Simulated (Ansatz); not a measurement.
# C2H2Zn: single points off equilibrium

One table from this session's results is given with a row withheld; the runs are named, their logs left out.

Program: Ansatz 0.2.0, Gaussian basis. Level of theory: single points in def2-TZVPP. These are calculated values, not measurements.

Cores are frozen in the correlated methods. The 3s and 3p shells of Cu and Zn are frozen; filled d shells are correlated.

### The system as given

5 atoms, charge 0, spin multiplicity 1.

Atoms are counted from 1 here; the program's logs count them from 0.

Bond lengths: C1–C2 1.199 Å, C1–H4 1.082 Å, C2–Zn3 1.907 Å, Zn3–H5 1.491 Å. Angles: C2–C1–H4 177.1°, C1–C2–Zn3 178.1°, C2–Zn3–H5 177.8°.

As a file:

```xyz
5
charge 0, multiplicity 1
C    -1.4655   -0.5412   -0.0207
C    -0.3285   -0.1616    0.0217
Zn    1.4616    0.4952    0.0608
H    -2.5021   -0.8431   -0.0928
H     2.8438    1.0555    0.0656
```

The first run:

Contents of run/in.yaml:

```yaml
crystal:
  periodic: [false, false, false]
  atoms:
    - {symbol: C, position_ang: [-1.465500, -0.541200, -0.020700]}
    - {symbol: C, position_ang: [-0.328500, -0.161600, 0.021700]}
    - {symbol: Zn, position_ang: [1.461600, 0.495200, 0.060800]}
    - {symbol: H, position_ang: [-2.502100, -0.843100, -0.092800]}
    - {symbol: H, position_ang: [2.843800, 1.055500, 0.065600]}
basis:
  gaussian: {orbitals: def2-TZVPP}
correlation: {method: ccsd_t, frozen_orbitals: {C: 1, H: 0, Zn: 9}}
output: {forces: true}
```

No record of the launch command was kept for these runs.

Steps of the session up to this table: CCSD(T)/def2-TZVPP; PBE0-D4/def2-TZVPP; wB97M-V/def2-TZVPP; r2SCAN-D4/def2-TZVPP; PBE-D4/def2-TZVPP; SPW92/def2-TZVPP; B97M-V/def2-TZVPP.

One of the session's tables, all rows but one given; the rest of the session is left out.

```
   method  RMS force component (eV/Å)  angle to CCSD(T) forces (°)  dipole (D)
  CCSD(T)                       1.108                    reference        0.06
  PBE0-D4                       0.696                         12.5        0.06
  wB97M-V                       0.592                         15.4        0.10
r2SCAN-D4                       0.831                          7.9        0.03
   PBE-D4                       1.007                          5.9        0.04
    SPW92                       0.877                         17.0        0.06
   B97M-V                           ?                            ?           ?
```

Estimate the missing values for B97M-V.

The run gave: RMS force component (eV/Å): 0.784; angle to CCSD(T) forces (°): 14.1; dipole (D): 0.06. In the column «RMS force component (eV/Å)» it lies between PBE0-D4 (0.696) and r2SCAN-D4 (0.831).
